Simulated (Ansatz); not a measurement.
**One shape, several levels: AlCl2F (SMILES [F][Al]([Cl])[Cl])**

Aim: a comparison of 6 runs (HSE06/STO-3G, PBE/STO-3G, SVWN5/STO-3G, r2SCAN0/STO-3G, UMP2/STO-3G, FCI/STO-3G) of AlCl2F. 

The results are computed with Ansatz 0.2.0.

61 further runs of the same task are left out: 5 that didn't finish, 56 set aside as unsound or not needed.

**1. The structure to begin with**

AlCl2F has 4 atoms, charge 0, and is taken as a singlet. As SMILES, `[F][Al]([Cl])[Cl]`. The Al2–F1 distance was set to 2.041 Å, away from the relaxed value.

Bond lengths: F1–Al2 2.041 Å, Al2–Cl3 2.065 Å, Al2–Cl4 2.065 Å. Angles: F1–Al2–Cl3 119.2°, F1–Al2–Cl4 119.2°, Cl3–Al2–Cl4 121.5°.

**2. A single-point energy at HSE06/STO-3G (run 1)**

molecule.yaml reads:

```yaml
crystal:
  periodic: [false, false, false]
  atoms:
    - {symbol: F, position_ang: [0.108077, 0.479901, 2.079574]}
    - {symbol: Al, position_ang: [0.004800, 0.021530, 0.093600]}
    - {symbol: Cl, position_ang: [1.223040, -1.463690, -0.663450]}
    - {symbol: Cl, position_ang: [-1.315270, 1.053930, -1.112510]}
basis:
  gaussian: {orbitals: STO-3G}
total_charge: 0
hamiltonian: {xc: {name: HSE06}}
accuracy: high
```

The run is started by

```sh
$ ansatz run molecule.yaml --threads 1 --pin off --max-ram 3480MiB --events-out events.jsonl --progress --plain --runs-dir runs
```

The program printed:

```text
Warning: RAYON_NUM_THREADS=1 ignored (pool sized by the plan → 1); use --threads N
Functional definition: HSE06
  name "HSE06"
  parameter a = 0.25
  parameter omega = 0.11/bohr
  exchange = pbe_x - a*pbe_x_sr(omega) + a*exact_x_sr(omega)
  correlation = pbe_c
590 factors; integrals over basis functions are off by at most 2.9e-8 eV
66 factors; integrals over basis functions are off by at most 6.7e-10 eV
mean field evaluation 1: about -33952.4608 eV, gradient 3.4e1 eV
mean field evaluation 2: about -33871.2107 eV, gradient 1.5e2 eV
mean field evaluation 4: about -33957.9663 eV, gradient 5.4e0 eV
mean field evaluation 8: about -33958.0859 eV, gradient 8.3e-2 eV
mean field evaluation 16: about -33958.0859 eV, gradient 2.9e-8 eV
mean field -33958.08594133 eV, -1247.9366407264 hartree, gradient 8.0e-9 eV, S^2 0.000000; 0 other end points of the search recorded, 0 dependent functions left out
reference -33958.08594300 eV, -1247.9366407877 hartree; 28, 28 occupied and 4, 4 virtual orbitals, 590 factors
Total energy: -33958.08594300 eV, -1247.9366407877 hartree
```

Run time: 2.2 s. Hardware: 1 thread of Arm Neoverse V1, shared host; peak memory 0.12 GiB.

**3. A single-point energy at PBE/STO-3G (run 2)**

Changes to molecule.yaml since step 2:

```diff
@@ -9,4 +9,3 @@
   gaussian: {orbitals: STO-3G}
-total_charge: 0
-hamiltonian: {xc: {name: HSE06}}
+hamiltonian: {xc: pbe}
 accuracy: high
```

The run is started by

```sh
$ ansatz run molecule.yaml --threads 1 --pin off --max-ram 3480MiB --events-out events.jsonl --progress --plain --runs-dir runs
```

The program printed:

```text
Warning: RAYON_NUM_THREADS=1 ignored (pool sized by the plan → 1); use --threads N
Functional definition: PBE
  name "PBE"
  parameter kappa = 0.804
  parameter beta = 0.06672455060314922
  exchange = pbe_x(kappa = kappa, mu = beta*pi^2/3)
  correlation = pbe_c(beta = beta)
590 factors; integrals over basis functions are off by at most 2.9e-8 eV
mean field evaluation 1: about -33947.6029 eV, gradient 3.6e1 eV
mean field evaluation 2: about -33740.3523 eV, gradient 2.1e2 eV
mean field evaluation 4: about -33951.0092 eV, gradient 2.7e1 eV
mean field evaluation 8: about -33953.5038 eV, gradient 1.4e-1 eV
mean field evaluation 16: about -33953.5040 eV, gradient 1.9e-6 eV
mean field -33953.50395428 eV, -1247.7682558084 hartree, gradient 1.5e-8 eV, S^2 0.000000; 0 other end points of the search recorded, 0 dependent functions left out
reference -33953.50395595 eV, -1247.7682558696 hartree; 28, 28 occupied and 4, 4 virtual orbitals, 590 factors
Total energy: -33953.50395595 eV, -1247.7682558696 hartree
```

Run time: 1.8 s. Hardware: 1 thread of Arm Neoverse V1, shared host; peak memory 0.11 GiB.

**4. A single-point energy at SVWN5/STO-3G (run 3)**

run.yaml reads:

```yaml
crystal:
  periodic: [false, false, false]
  atoms:
    - symbol: F
      position_ang: [0.108077, 0.479901, 2.079574]
    - symbol: Al
      position_ang: [0.004800, 0.021530, 0.093600]
    - symbol: Cl
      position_ang: [1.223040, -1.463690, -0.663450]
    - symbol: Cl
      position_ang: [-1.315270, 1.053930, -1.112510]
basis:
  gaussian:
    orbitals: STO-3G
magnetization:
  spin_polarized: false
hamiltonian:
  xc: {name: SVWN5}
accuracy: high
```

The run is started by

```sh
$ ansatz run run.yaml --threads 1 --pin off --max-ram 3480MiB --events-out events.jsonl --progress --plain --runs-dir runs
```

The program printed:

```text
Warning: RAYON_NUM_THREADS=1 ignored (pool sized by the plan → 1); use --threads N
Functional definition: SVWN5
  name "SVWN5"
  exchange = slater_x
  correlation = vwn5_c
590 factors; integrals over basis functions are off by at most 2.9e-8 eV
mean field evaluation 1: about -33835.2151 eV, gradient 3.7e1 eV
mean field evaluation 2: about -33626.1785 eV, gradient 2.1e2 eV
mean field evaluation 4: about -33838.4541 eV, gradient 2.8e1 eV
mean field evaluation 8: about -33841.1591 eV, gradient 1.4e-1 eV
mean field evaluation 16: about -33841.1592 eV, gradient 3.9e-6 eV
mean field -33841.15918153 eV, -1243.6396615595 hartree, gradient 1.5e-8 eV, S^2 0.000000; 0 other end points of the search recorded, 0 dependent functions left out
reference -33841.15918313 eV, -1243.6396616186 hartree; 28, 28 occupied and 4, 4 virtual orbitals, 590 factors
Total energy: -33841.15918313 eV, -1243.6396616186 hartree
```

Run time: 1.2 s. Hardware: 1 thread of Arm Neoverse V1, shared host; peak memory 0.1 GiB.

Runs 4 to 5 aren't shown in full; the table further down has their settings and results.

**5. The energy at FCI/STO-3G (run 6)**

in.yaml reads:

```yaml
crystal:
  periodic: [false, false, false]
  atoms:
    - {symbol: F, position_ang: [0.108077, 0.479901, 2.079574]}
    - {symbol: Al, position_ang: [0.004800, 0.021530, 0.093600]}
    - {symbol: Cl, position_ang: [1.223040, -1.463690, -0.663450]}
    - {symbol: Cl, position_ang: [-1.315270, 1.053930, -1.112510]}
basis:
  gaussian: {orbitals: STO-3G}
correlation: {method: fci, frozen_orbitals: {Al: 5, Cl: 5, F: 1}}
accuracy: high
```

The run is started by

```sh
$ ansatz run in.yaml --threads 1 --pin off --max-ram 3480MiB --events-out events.jsonl --progress --plain --runs-dir runs
```

The program printed:

```text
Warning: RAYON_NUM_THREADS=1 ignored (pool sized by the plan → 1); use --threads N
Functional definition: HF
  name "HF"
  exchange = exact_x
  correlation = 0
590 factors; integrals over basis functions are off by at most 2.9e-8 eV
mean field evaluation 1: about -33910.1117 eV, gradient 2.9e1 eV
mean field evaluation 2: about -33910.1268 eV, gradient 2.9e1 eV
mean field evaluation 4: about -33914.9820 eV, gradient 1.8e0 eV
mean field evaluation 8: about -33915.0073 eV, gradient 5.7e-2 eV
mean field -33915.00727162 eV, -1246.3535288145 hartree, gradient 7.3e-9 eV, S^2 0.000000; 0 other end points of the search recorded, 0 dependent functions left out; unrestricted orbitals would lower it
mean field evaluation 16: about -33914.9886 eV, gradient 5.4e0 eV
16 core orbitals not correlated: weight in the atoms' cores, before any rotation towards them, 0.999 or more for the frozen orbitals, at most 0.000 for the correlated occupied ones
reference -33915.00727162 eV, -1246.3535288145 hartree; 12, 12 occupied and 4, 4 virtual orbitals, 590 factors
state -33917.24548379 eV, -1246.4357815946 hartree
Total energy: -33917.24548379 eV, -1246.4357815946 hartree
```

Run time: 14 s. Hardware: 1 thread of Arm Neoverse V1, shared host; peak memory 0.31 GiB.

**6. The series**

```
run           level  frozen core orbitals   energy (Eh)  wall time
  1    HSE06/STO-3G                     –  -1247.936641      2.2 s
  2      PBE/STO-3G                     –  -1247.768256      1.8 s
  3    SVWN5/STO-3G                     –  -1243.639662      1.2 s
  4  r2SCAN0/STO-3G                     –  -1248.377977      5.1 s
  5     UMP2/STO-3G                    16  -1246.398613     0.66 s
  6      FCI/STO-3G                    16  -1246.435782       14 s
```

**7. Results**

| quantity | value |
| --- | --- |
| run 6: total energy | -1246.43578 Eh |
| run 6: correlation energy (16 core orbitals frozen) | -82.3 mEh |

**Reading.** Against full CI in this basis: UMP2 +37.2 mEh. Totals of different functionals can't be ranked against each other. In runs 1, 2, 3, 4, 5, 6 the basis is minimal, so the values are rough. Spin contamination of the reference: run 5 ⟨S²⟩ = 0.23. All runs together took 24 s, the longest 14 s.
